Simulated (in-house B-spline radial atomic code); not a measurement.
# Hf⁵⁷⁺: excited configurations

How much energy does it take to promote electrons of Hf⁵⁷⁺ to other shells? Each configuration is solved by itself and compared with the reference.

Method: Dirac-Hartree-Fock, average of configuration, Fermi nucleus, basis-set limit. Code: in-house B-spline radial atomic code version 1.

## (1) The system

| Property | Result |
| --- | --- |
| element | hafnium (Z = 72) |
| charge | +57 |
| electrons | 15 |
| configuration | [Ne] 3s2 3p3 |
| Hamiltonian | Dirac-Coulomb |
| nucleus | Fermi, rms radius 5.347 fm |

Outer shells as boxes (Hund's rule):

[Ne] 3s2 3p3
```
[Ne] core
3s [↑↓]
3p [↑ ][↑ ][↑ ]
```

The boxes draw the filling by Hund's rule, which heavy ions in jj coupling don't follow; these runs average over all states of the configuration.

Settings of the run:

```ini
Z = 72
electrons = 15.0
configuration = [Ne] 3s2 3p3
hamiltonian = dirac
method = hf
spin_polarised = False
nucleus = fermi
rms_radius = 5.347
mass_number = 180
atomic_mass = 179.946559537
speed_of_light = 137.035999084
```

This reference run was done before. Its total energy is -11563.664609 hartree, and its levels are (the highest eight at most):

```tsv
orbital	occupation	energy (eV)	<r> (bohr)
1s1/2	2	-70178.1	0.01898
2s1/2	2	-15598.4	0.07868
2p1/2	2	-15106.0	0.06532
2p3/2	4	-13881.9	0.07271
3s1/2	2	-6211.03	0.1918
3p1/2	1	-6040.10	0.1805
3p3/2	2	-5721.79	0.1915
```

## (2) Configuration [Ne] 3s2 3p2 5f1

Settings of the run:

```ini
Z = 72
electrons = 15.0
configuration = [Ne] 3s2 3p2 5f1
hamiltonian = dirac
method = hf
spin_polarised = False
nucleus = fermi
rms_radius = 5.347
mass_number = 180
atomic_mass = 179.946559537
speed_of_light = 137.035999084
```

## (3) Configuration [He] 2s2 2p5 3s2 3p3 5g1

Settings: those of step 2 with these lines changed.

```diff
@@ -2,3 +2,3 @@
 electrons = 15.0
-configuration = [Ne] 3s2 3p2 5f1
+configuration = [He] 2s2 2p5 3s2 3p3 5g1
 hamiltonian = dirac
```

## (4) [He] 2s2 2p5 3s2 3p3 3d1

Settings: those of step 3 with these lines changed.

```diff
@@ -2,3 +2,3 @@
 electrons = 15.0
-configuration = [He] 2s2 2p5 3s2 3p3 5g1
+configuration = [He] 2s2 2p5 3s2 3p3 3d1
 hamiltonian = dirac
```

## (5) Configuration [Ne] 3s1 3p3 3d1

Settings: those of step 4 with these lines changed.

```diff
@@ -2,3 +2,3 @@
 electrons = 15.0
-configuration = [He] 2s2 2p5 3s2 3p3 3d1
+configuration = [Ne] 3s1 3p3 3d1
 hamiltonian = dirac
```

## (6) Configuration [Ne] 3s2 3p2 7g1

Settings: those of step 5 with these lines changed.

```diff
@@ -2,3 +2,3 @@
 electrons = 15.0
-configuration = [Ne] 3s1 3p3 3d1
+configuration = [Ne] 3s2 3p2 7g1
 hamiltonian = dirac
```

**Question.** How far above the reference does each configuration lie (order and size, in eV)?

The runs gave:

| net move | configuration | energy above the reference (eV) | with Breit, QED, recoil (eV) | largest <r> (bohr) |
| --- | --- | --- | --- | --- |
| 3s → 3d | [Ne] 3s1 3p3 3d1 | 763.07 | 755.82 | 0.192 |
| 3p → 5f | [Ne] 3s2 3p2 5f1 | 3967.77 | 3960.84 | 0.533 |
| 3p → 7g | [Ne] 3s2 3p2 7g1 | 4888.59 | 4881.61 | 1.09 |
| 2p → 3d | [He] 2s2 2p5 3s2 3p3 3d1 | 8786.73 | 8760.57 | 0.191 |
| 2p → 5g | [He] 2s2 2p5 3s2 3p3 5g1 | 12443.4 | 12414.7 | 0.470 |

Quantum defects of the promoted electron, δ = n − ζ/√(−2ε) with ζ = 58 and ε its orbital energy in hartree:

| promotion | δ |
| --- | --- |
| 3p → 5f | 0.039 |
| 3p → 7g | 0.017 |
| 2p → 5g | 0.012 |

**Reading.** The energies run from 763.07 eV (3s → 3d) to 12443.4 eV (2p → 5g). 2 of them lie more than 2 % above the ionisation threshold that Koopmans' theorem gives (5721.79 eV), where such states can decay by emitting an electron. Of those tabulated, the defect is largest for 5f (0.04) and least for 5g (0.01); at this charge much of the defect is relativistic. Two partly filled shells share a symmetry and can mix in the average, which may lower the energy, for: 2p → 3d; 2p → 5g. These are averages over configurations, without correlation, not spectroscopic levels.
